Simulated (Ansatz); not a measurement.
This was printed by a script on Ansatz 0.2.0, Python API, for a ladder of methods at one geometry of C₂H₇NOSi, SMILES COC1N[SiH2]1. What did the script look like? Use (for the species named): HSE06, cc-pVDZ basis, multiplicity 1. The script varies functional: hse06, r2scan0, revpbe, r2scan, pbe, lda.

```
atom    x (Å)    y (Å)    z (Å)
   C  -1.2670  -0.2658   1.5443
   O  -0.2429   0.4668   0.9073
   C   0.4342  -0.3489  -0.0509
   N   0.1394  -0.1637  -1.4075
  Si   1.6116   0.4992  -1.2650
   H  -0.9388  -1.0670   2.0900
   H  -2.0179  -0.5440   0.7884
   H  -1.7683   0.4803   2.2226
   H   0.8295  -1.3107   0.3064
   H  -0.6087   0.5856  -1.4357
   H   2.4875  -0.3232  -2.0736
   H   1.4182   1.9363  -1.5921
```

```console
$ python methods_c2h7nosi.py
functional    E (Ha)        dipole (D)   HOMO (eV)  LUMO (eV)
hse06         -499.409407     1.156      -5.291     -0.706
r2scan0       -499.614370     1.142      -5.829     -0.238
revpbe        -499.661174     1.282      -4.475     -1.079
r2scan        -499.644565     1.261      -4.736     -0.981
pbe           -499.381189     1.281      -4.515     -1.143
lda           -496.882624     1.288      -4.620     -1.286
```

The script that was run (others could print the same):

Script `methods_c2h7nosi.py`:
```python
'''One geometry of C2H7NOSi, method by method.'''

from pathlib import Path

import ansatz as az
from ase import Atoms
import numpy as np

BASIS = 'cc-pVDZ'


def main() -> None:
    atoms = Atoms(['C', 'O', 'C', 'N', 'Si', 'H', 'H', 'H', 'H', 'H', 'H', 'H'], positions=[
        [-1.267, -0.2658, 1.5443],
        [-0.2429, 0.4668, 0.9073],
        [0.4342, -0.3489, -0.0509],
        [0.1394, -0.1637, -1.4075],
        [1.6116, 0.4992, -1.265],
        [-0.9388, -1.067, 2.09],
        [-2.0179, -0.544, 0.7884],
        [-1.7683, 0.4803, 2.2226],
        [0.8295, -1.3107, 0.3064],
        [-0.6087, 0.5856, -1.4357],
        [2.4875, -0.3232, -2.0736],
        [1.4182, 1.9363, -1.5921],
    ])
    mol = az.Crystal.molecule_from_ase(atoms)

    job = mol.calculation().basis(gaussian=BASIS)

    print('functional    E (Ha)        dipole (D)   HOMO (eV)  LUMO (eV)')
    for name in ['hse06', 'r2scan0', 'revpbe', 'r2scan', 'pbe', 'lda']:
        data = job.functional(name).forces().orbitals().run(runs_dir='runs').report
        lines = Path(data['orbitals_path']).read_text().splitlines()
        field_of = lambda key: [line.split('=')[1].strip() for line in lines if line.startswith(key)]
        orbitals = [(27.211386 * float(e), s, float(n)) for e, s, n in zip(field_of('Ene='), field_of('Spin='), field_of('Occup='))]
        homo = max(e for e, _, n in orbitals if n > 0.5)
        lumo = min(e for e, _, n in orbitals if n < 0.5)
        dipole = 4.803205 * np.linalg.norm(data['charge_distribution']['dipole_moment_e_ang'])
        print(f'{name:10s} {data["free_energy_ev"] / 27.211386246:14.6f} {dipole:9.3f} {homo:11.3f} {lumo:10.3f}')


if __name__ == '__main__':
    main()
```

Reading the output:
- The settings weren't tested for convergence.
- The geometry is a force-field or estimated start, not a minimum of this method, and the basis set is short of its limit. A lower total doesn't mark the better method: functionals have no common bound, and MP2 and coupled cluster aren't variational.
- Levels such as HOMO and LUMO are orbital energies: with these approximate functionals they aren't the ionisation energy and electron affinity, and their gap isn't the fundamental gap.
- For Al to Cl the sets with a tight d function, cc-pV(X+d)Z, are usual.
- hse06 follows the composition of plane-wave codes, whose totals differ by tens of mHa, up to about 0.1 Ha, from the form usual in Gaussian-basis programs (wpbeh).
- The whole script took 28 s on 1 thread of Arm Neoverse V2 (shared host), peak memory 0.31 GiB.
